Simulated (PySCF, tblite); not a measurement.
# 2-isopropenylnaphthalene: geometry, infrared bands, NMR shifts, spin-spin couplings and electronic excitations

Aim: predict the infrared bands, NMR shifts, spin-spin couplings and electronic excitations of 2-isopropenylnaphthalene (`C=C(C)c1ccc2ccccc2c1`).

Computed with tblite 0.8.0 and PySCF 2.14.0, with density-fitted response routines of our own, on a single molecule in the gas phase. Atoms are numbered from 0 throughout.

## (1) The starting structure

25 atoms, charge 0, multiplicity 1; geometry from: force field or distance geometry start.

Bonds of the start (Å): C0–C1 1.33, C1–C2 1.48, C1–C3 1.47, C3–C4 1.38, C4–C5 1.38, C5–C6 1.38, C6–C7 1.39, C7–C8 1.37, C8–C9 1.38, C9–C10 1.38, C10–C11 1.37, C11–C12 1.39, C12–C3 1.38, C11–C6 1.39, C0–H13 1.10, C0–H14 1.06, C2–H15 1.12, C2–H16 1.11, C2–H17 1.10, C4–H18 1.09, C5–H19 1.10, C7–H20 1.09, C8–H21 1.10, C9–H22 1.10, C10–H23 1.08, C12–H24 1.08.

## (2) Relaxing the molecule with GFN2-xTB

Job settings and geometry (Å):

```
{"job": {"kind": "relax", "xc": "GFN2-xTB", "basis": "xTB"}, "charge": 0, "multiplicity": 1}
C     -2.819600    -1.730200     0.657700
C     -2.521100    -0.458300     0.436600
C     -3.638300     0.505400     0.437100
C     -1.139300     0.002800     0.222200
C     -0.839200     1.335100     0.016400
C      0.448100     1.779400    -0.197700
C      1.511400     0.896100    -0.189900
C      2.827900     1.283900    -0.380000
C      3.829400     0.342000    -0.361600
C      3.576900    -0.999900    -0.142400
C      2.262100    -1.364600     0.047100
C      1.239300    -0.446600     0.033100
C     -0.067400    -0.867200     0.244400
H     -3.873800    -2.018100     0.811900
H     -2.122900    -2.526000     0.696500
H     -4.520000     0.130700     1.023100
H     -3.290000     1.434900     0.943600
H     -4.001700     0.769500    -0.568100
H     -1.614300     2.097500    -0.006700
H      0.648100     2.845500    -0.359400
H      2.982800     2.345200    -0.547200
H      4.845600     0.718100    -0.525600
H      4.405300    -1.721000    -0.121100
H      2.053200    -2.405500     0.216300
H     -0.193000    -1.924600     0.401500
```

The run is started by

```bash
OMP_NUM_THREADS=2 python probes_run.py task.json out
```

This one command runs all jobs of the session in turn.

**Question.** This job is followed by: GFN2-xTB harmonic vibrations, gas phase; PBE0-D3(BJ)/def2-SVP geometry optimisation, gas phase; GIAO PBE0/pcSseg-1 NMR shielding, non-relativistic, gas phase; B3LYP/pcJ-1 indirect spin-spin coupling, non-relativistic, gas phase; TDDFT PBE0/def2-SVPD, vertical, gas phase, core orbitals frozen in the response; GIAO PBE/pcSseg-1 NMR shielding, non-relativistic, gas phase. What will the session give for the following? strongest single infrared mode (GFN2-xTB); zero-point energy (GFN2-xTB); point group; rotational constants (main isotopes); 13C shifts against TMS (PBE0/pcSseg-1); 1H shifts against TMS (PBE0/pcSseg-1, means over atoms taken as alike); largest coupling of the table (B3LYP/pcJ-1); lowest singlet (PBE0/def2-SVPD); brightest single state of those computed; lowest triplet; range of the shift of C0.

**Answer**, as computed:

| quantity | value |
| --- | --- |
| strongest single infrared mode (GFN2-xTB) | 3078 cm⁻¹, 110 km/mol |
| zero-point energy (GFN2-xTB) | 127.1 kcal/mol |
| point group | C1 |
| rotational constants (main isotopes) | 2.14, 0.48, 0.40 GHz |
| 13C shifts against TMS (PBE0/pcSseg-1) | 153.5, 145.0, 136.7, 136.5, 134.1, 133.3, 133.1, 131.6, 131.2, 130.7, 128.6, 121.1, 24.1 ppm |
| 1H shifts against TMS (PBE0/pcSseg-1, means over atoms taken as alike) | 8.08, 7.96, 7.91, 7.91, 7.63, 7.62, 7.62, 5.77, 5.47, 2.28 ppm |
| largest coupling of the table (B3LYP/pcJ-1) | 1J(C,H) C0–H13, 167.6 Hz |
| lowest singlet (PBE0/def2-SVPD) | 4.17 eV (297 nm), f = 0.068 |
| brightest single state of those computed | state 3, 5.13 eV, f = 0.782 |
| lowest triplet | 2.81 eV |
| range of the shift of C0 | 118.5 to 121.1 ppm |

**Reading.** Over 144 steps the energy fell by 0.390 eV; of the close pairs, C10–C11 changed most, 1.374 to 1.411 Å (GFN2-xTB). All 69 modes are real, so the xTB geometry is a minimum. GFN2-xTB is a fitted tight-binding method: band positions and strengths are rough. Its intensities can rank the bands wrongly. The start of the PBE0/def2-SVP relaxation was shaken at random by about 0.01 Å, so part of the energy gained, and of the first lengths quoted, undoes that. Relaxing lowered the energy by 0.278 eV in 6 steps; the close pair that moved most is C3–C12, from 1.323 to 1.384 Å (PBE0/def2-SVP). No frequency check was run at this level, so the end point may be a saddle. NICS(1)zz of -28 ppm above the planar ring from C3 marks a diatropic (aromatic) ring current. NICS(1)zz of -28 ppm above the planar ring from C6 marks a diatropic (aromatic) ring current. Of the pairs tabulated at B3LYP/pcJ-1, C0–H13 couples most strongly (167.6 Hz; Fermi contact 166.4 Hz). Couplings across rotatable bonds belong to this one conformer; where others are populated, the observed values are averages. The first singlet state (HOMO→LUMO 0.89) lies at 4.17 eV and is bright; of the 10 states computed, the strongest absorption comes from state 3 at 5.13 eV. The lowest triplet lies 1.36 eV below the lowest singlet (triplets in Tamm-Dancoff, singlets in full TDDFT). These values are for one conformer; the search (at its own cheap level) found 1 more, at 0.11 kcal/mol, and measured spectra average over such forms.
